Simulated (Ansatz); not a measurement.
# Li+ with HF: superposition error and deformation, part 2 of 2

Ansatz 0.2.0, Gaussian basis.

### Step 12. wB97X-V/def2-TZVPPD

File free-b/in.yaml:

```yaml
crystal:
  periodic: [false, false, false]
  atoms:
    - {symbol: F, position_ang: [0.010476, -0.022013, 0.291233]}
    - {symbol: H, position_ang: [0.047382, -0.099597, 1.207198]}
basis:
  gaussian: {orbitals: "def2-TZVPPD.json"}
hamiltonian: {xc: {name: wB97X-V}}
```

Started as:

```
> ansatz run in.yaml --threads 2 --pin off --events-out ev --progress --plain --max-ram 5222MiB
```

Output, cut to the lines that bear on the results:

```text
Functional definition: wB97X-V
  name "wB97X-V"
  cite "Mardirossian & Head-Gordon, Phys. Chem. Chem. Phys. 16, 9904 (2014) doi:10.1039/C3CP54374A"
  cite "Becke, J. Chem. Phys. 107, 8554 (1997) doi:10.1063/1.475007"
  cite "Vydrov & Van Voorhis, J. Chem. Phys. 133, 244103 (2010) doi:10.1063/1.3521275"
[...]
      + integral(e_c_pw_opposite_spin*poly(b97_u_opposite, cos0, cos1)) + vv10(b, c)
256 factors; their error is unknown
78 factors; integrals over basis functions are off by at most 2.5e-5 eV
[...]
mean field -2733.56425645 eV, -100.4566335481 hartree, gradient 1.3e-5 eV, S^2 0.000000; 0 other end points of the search recorded, 0 dependent functions left out
reference -2733.56425462 eV, -100.4566334810 hartree; 5, 5 occupied and 52, 52 virtual orbitals, 256 factors
Total energy: -2733.56425462 eV, -100.4566334810 hartree
```

Run time: 0.45 s. Hardware: 2 threads of Intel Xeon 6975P-C, shared host.

### Step 13. wB97M-V/def2-TZVPPD

Edit free-b/in.yaml of step 12 so:

```diff
@@ -7,2 +7,2 @@
   gaussian: {orbitals: "def2-TZVPPD.json"}
-hamiltonian: {xc: {name: wB97X-V}}
+hamiltonian: {xc: {name: wB97M-V}}
```

Started as:

```
> ansatz run in.yaml --threads 2 --pin off --events-out ev --progress --plain --max-ram 5222MiB
```

Output, cut to the lines that bear on the results:

```text
[... 5 set-up lines as earlier in the session ...]
  # Of w^i u^j: cxij and so on, Table III.
[...]
  gx(w, u) = 1 - cx + cx01*u + cx10*w
  gss(w, u) = css00 + css04*u^4 + css10*w + css20*w^2 + css43*w^4*u^3
  gos(w, u) = cos00 + cos10*w + (cos20 + cos21*u)*w^2 + (cos60 + cos61*u)*w^6
[...]
      + integral(e_c_pw_mod_opposite_spin*gos(b97_w_opposite, b97_u_opposite)) + vv10(b, c)
256 factors; their error is unknown
78 factors; integrals over basis functions are off by at most 2.5e-5 eV
[...]
mean field -2733.75173154 eV, -100.4635231307 hartree, gradient 6.5e-5 eV, S^2 0.000000; 0 other end points of the search recorded, 0 dependent functions left out
reference -2733.75177625 eV, -100.4635247736 hartree; 5, 5 occupied and 52, 52 virtual orbitals, 256 factors
Total energy: -2733.75177625 eV, -100.4635247736 hartree
```

Wall time 0.45 s (2 threads of Intel Xeon 6975P-C, shared host).

### Step 14. B2PLYP/def2-TZVPPD

Edit free-b/in.yaml of step 13 so:

```diff
@@ -7,2 +7,2 @@
   gaussian: {orbitals: "def2-TZVPPD.json"}
-hamiltonian: {xc: {name: wB97M-V}}
+hamiltonian: {xc: {name: B2PLYP}}
```

Started as:

```
> ansatz run in.yaml --threads 2 --pin off --events-out ev --progress --plain --max-ram 5222MiB
```

Output, cut to the lines that bear on the results:

```text
[... 5 set-up lines as earlier in the session ...]
[...]
352 factors; integrals over basis functions are off by at most 1.1e-3 eV
[...]
mean field -2730.77285029 eV, -100.3540512639 hartree, gradient 3.2e-6 eV, S^2 0.000000; 0 other end points of the search recorded, 0 dependent functions left out
1 core orbitals not correlated: weight in the atoms' cores, before any rotation towards them, 1.000 or more for the frozen orbitals, at most 0.000 for the correlated occupied ones
reference -2730.77295597 eV, -100.3540551476 hartree; 4, 4 occupied and 52, 52 virtual orbitals, 352 factors
second order -8.70919900 eV of doubles, -0.00000000 eV of singles
Total energy: -2733.12443970 eV, -100.4404705808 hartree
```

Wall time 0.35 s (2 threads of Intel Xeon 6975P-C, shared host).

### Step 15. BLYP-D4/def2-TZVPPD

Edit free-b/in.yaml of step 14 so:

```diff
@@ -7,2 +7,2 @@
   gaussian: {orbitals: "def2-TZVPPD.json"}
-hamiltonian: {xc: {name: B2PLYP}}
+hamiltonian: {xc: {name: BLYP}, dispersion: d4}
```

Started as:

```
> ansatz run in.yaml --threads 2 --pin off --events-out ev --progress --plain --max-ram 5222MiB
```

Output, cut to the lines that bear on the results:

```text
Functional definition: BLYP
  name "BLYP"
[... 2 set-up lines as earlier in the session ...]
  parameter beta = 0.0042
  parameter a = 0.04918
  parameter b = 0.132
  parameter c = 0.2533
  parameter d = 0.349
  exchange = b88_x(beta = beta)
  correlation = lyp_c(a = a, b = b, c = c, d = d)
256 factors; their error is unknown
mean field evaluation 1: about -2732.4651 eV, gradient 3.7e1 eV
mean field evaluation 2: about -2724.8213 eV, gradient 8.3e1 eV
mean field evaluation 4: about -2734.3293 eV, gradient 5.7e-1 eV
mean field evaluation 8: about -2734.3285 eV, gradient 1.2e-1 eV
mean field -2734.32852455 eV, -100.4847198829 hartree, gradient 4.1e-5 eV, S^2 0.000000; 0 other end points of the search recorded, 0 dependent functions left out
reference -2734.32876129 eV, -100.4847285829 hartree; 5, 5 occupied and 52, 52 virtual orbitals, 256 factors
Total energy: -2734.33334323 eV, -100.4848969659 hartree
```

Wall time 0.2 s (2 threads of Intel Xeon 6975P-C, shared host).

### Step 16. revPBE-D4/def2-TZVPPD

Edit free-b/in.yaml of step 15 so:

```diff
@@ -7,2 +7,2 @@
   gaussian: {orbitals: "def2-TZVPPD.json"}
-hamiltonian: {xc: {name: BLYP}, dispersion: d4}
+hamiltonian: {xc: {name: revPBE}, dispersion: d4}
```

Started as:

```
> ansatz run in.yaml --threads 2 --pin off --events-out ev --progress --plain --max-ram 5222MiB
```

Output, cut to the lines that bear on the results:

```text
Functional definition: revPBE
  name "revPBE"
  cite "Zhang & Yang, Phys. Rev. Lett. 80, 890 (1998) doi:10.1103/PhysRevLett.80.890"
[... 1 set-up line as earlier in the session ...]
  parameter kappa = 1.245
[... 3 set-up lines as earlier in the session ...]
256 factors; their error is unknown
mean field evaluation 1: about -2732.0289 eV, gradient 3.5e1 eV
mean field evaluation 2: about -2726.0577 eV, gradient 7.4e1 eV
mean field evaluation 4: about -2733.6792 eV, gradient 4.7e-1 eV
mean field evaluation 8: about -2733.6783 eV, gradient 1.1e-3 eV
mean field -2733.67827247 eV, -100.4608235597 hartree, gradient 5.0e-6 eV, S^2 0.000000; 0 other end points of the search recorded, 0 dependent functions left out
reference -2733.67831935 eV, -100.4608252823 hartree; 5, 5 occupied and 52, 52 virtual orbitals, 256 factors
Total energy: -2733.68774145 eV, -100.4611715383 hartree
```

Wall time 0.15 s (2 threads of Intel Xeon 6975P-C, shared host).

### Step 17. B97M-V/def2-TZVPPD

Edit free-b/in.yaml of step 16 so:

```diff
@@ -7,2 +7,2 @@
   gaussian: {orbitals: "def2-TZVPPD.json"}
-hamiltonian: {xc: {name: revPBE}, dispersion: d4}
+hamiltonian: {xc: {name: B97M-V}}
```

Started as:

```
> ansatz run in.yaml --threads 2 --pin off --events-out ev --progress --plain --max-ram 5222MiB
```

Output, cut to the lines that bear on the results:

```text
[... 5 set-up lines as earlier in the session ...]
  # Of w^i u^j: cxij and so on, Table III.
[...]
  gx(w, u) = cx00 + cx01*u + cx02*u^2 + (cx10 + cx11*u)*w
  gss(w, u) = css00 + css02*u^2 + css10*w + (css32*w^3 + css42*w^4)*u^2
  gos(w, u) = cos00 + cos01*u + cos03*u^3 + cos10*w + cos32*w^3*u^2
[...]
      + integral(e_c_pw_mod_opposite_spin*gos(b97_w_opposite, b97_u_opposite)) + vv10(b, c)
256 factors; their error is unknown
[...]
mean field -2733.45889102 eV, -100.4527614400 hartree, gradient 4.3e-5 eV, S^2 0.000000; 0 other end points of the search recorded, 0 dependent functions left out
reference -2733.45894572 eV, -100.4527634503 hartree; 5, 5 occupied and 52, 52 virtual orbitals, 256 factors
Total energy: -2733.45894572 eV, -100.4527634503 hartree
```

It took 0.35 s on 2 threads of Intel Xeon 6975P-C, shared host.

### Step 18. HSE06-D4/def2-TZVPPD

Edit free-b/in.yaml of step 17 so:

```diff
@@ -7,2 +7,2 @@
   gaussian: {orbitals: "def2-TZVPPD.json"}
-hamiltonian: {xc: {name: B97M-V}}
+hamiltonian: {xc: hse06, dispersion: d4}
```

Started as:

```
> ansatz run in.yaml --threads 2 --pin off --events-out ev --progress --plain --max-ram 5222MiB
```

Output, cut to the lines that bear on the results:

```text
Functional definition: HSE06
  name "HSE06"
  cite "Heyd, Scuseria & Ernzerhof, J. Chem. Phys. 118, 8207 (2003) doi:10.1063/1.1564060"
  cite "Krukau, Vydrov, Izmaylov & Scuseria, J. Chem. Phys. 125, 224106 (2006) doi:10.1063/1.2404663"
  cite "Heyd & Scuseria, J. Chem. Phys. 120, 7274 (2004) doi:10.1063/1.1668634"
  cite "Ernzerhof & Perdew, J. Chem. Phys. 109, 3313 (1998) doi:10.1063/1.476928"
[... 2 set-up lines as earlier in the session ...]
[...]
  # The whole range is PBE's own exchange, as in plane waves. The composition of these papers is wPBEh.
[...]
256 factors; their error is unknown
24 factors; integrals over basis functions are off by at most 5.9e-5 eV
[...]
mean field -2731.81029898 eV, -100.3921767999 hartree, gradient 4.2e-5 eV, S^2 0.000000; 0 other end points of the search recorded, 0 dependent functions left out
reference -2731.81033635 eV, -100.3921781733 hartree; 5, 5 occupied and 52, 52 virtual orbitals, 256 factors
Total energy: -2731.81169369 eV, -100.3922280546 hartree
```

Wall time 0.25 s (2 threads of Intel Xeon 6975P-C, shared host).

### Step 19. CCSD(T)/def2-TZVPPD

Edit free-b/in.yaml of step 18 so:

```diff
@@ -7,2 +7,2 @@
   gaussian: {orbitals: "def2-TZVPPD.json"}
-hamiltonian: {xc: hse06, dispersion: d4}
+correlation: {method: ccsd_t}
```

Started as:

```
> ansatz run in.yaml --threads 2 --pin off --events-out ev --progress --plain --max-ram 5222MiB
```

Output, cut to the lines that bear on the results:

```text
[... 4 set-up lines as earlier in the session ...]
[...]
352 factors; integrals over basis functions are off by at most 1.1e-3 eV
[...]
mean field -2722.94008358 eV, -100.0662023965 hartree, gradient 1.6e-6 eV, S^2 0.000000; 0 other end points of the search recorded, 0 dependent functions left out
1 core orbitals not correlated: weight in the atoms' cores, before any rotation towards them, 1.000 or more for the frozen orbitals, at most 0.000 for the correlated occupied ones
reference -2722.94008358 eV, -100.0662023965 hartree; 4, 4 occupied and 52, 52 virtual orbitals, 352 factors
second order -7.43398072 eV of doubles, -0.00000000 eV of singles
cycle   1  -7.34225650 eV  change    9.2e-2 eV  update   4.7e-2
[...]
cycle   9  -7.48859228 eV  change    1.7e-6 eV  update   1.5e-6
perturbative correction -0.18477730 eV, -0.0067904405 hartree
Total energy: -2730.61345316 eV, -100.3481935273 hartree
```

It took 0.35 s on 2 threads of Intel Xeon 6975P-C, shared host.

### Step 20. The split

```tsv
method	interaction with counterpoise (kJ/mol)	without	superposition error	deformation	binding energy
PBE-D4	-93.75	-93.94	0.19	-0.33	-94.08
revPBE-D4	-89.98	-90.20	0.23	-0.32	-90.30
BLYP-D4	-95.04	-95.26	0.22	-0.49	-95.53
r2SCAN-D4	-91.47	-91.59	0.12	0.26	-91.21
B97M-V	-92.86	-92.95	0.09	0.55	-92.31
PBE0-D4	-96.58	-96.72	0.14	0.45	-96.13
B3LYP-D4	-98.33	-98.50	0.17	0.17	-98.16
HSE06-D4	-96.56	-96.70	0.14	0.45	-96.11
wB97X-V	-94.30	-94.48	0.18	0.29	-94.01
wB97M-V	-94.93	-95.14	0.21	0.30	-94.64
B2PLYP	-96.18	-96.61	0.43	0.30	-95.88
Hartree-Fock	-99.05	-99.11	0.07	1.91	-97.14
MP2	-90.27	-91.34	1.06	0.36	-89.92
CCSD	-91.63	-92.79	1.16	0.59	-91.04
CCSD(T)	-90.48	-91.70	1.22	0.41	-90.07
```

### Step 21. What came out

The summary covers parts 1 to 2.

| quantity | value |
| --- | --- |
| interaction, CCSD(T) | -90.48 kJ/mol |
| superposition error | 1.22 kJ/mol |
| deformation | 0.41 kJ/mol |
| binding energy | -90.07 kJ/mol |

In words: In this basis the superposition error is 1.22 kJ/mol for CCSD(T) and 0.17 kJ/mol on average for the plain functionals: correlated methods borrow far more, since they need many more functions to converge. Deformation takes back 0 % of the interaction. The free shapes are PBE0-D4 minima, so other methods can show a small negative deformation energy.
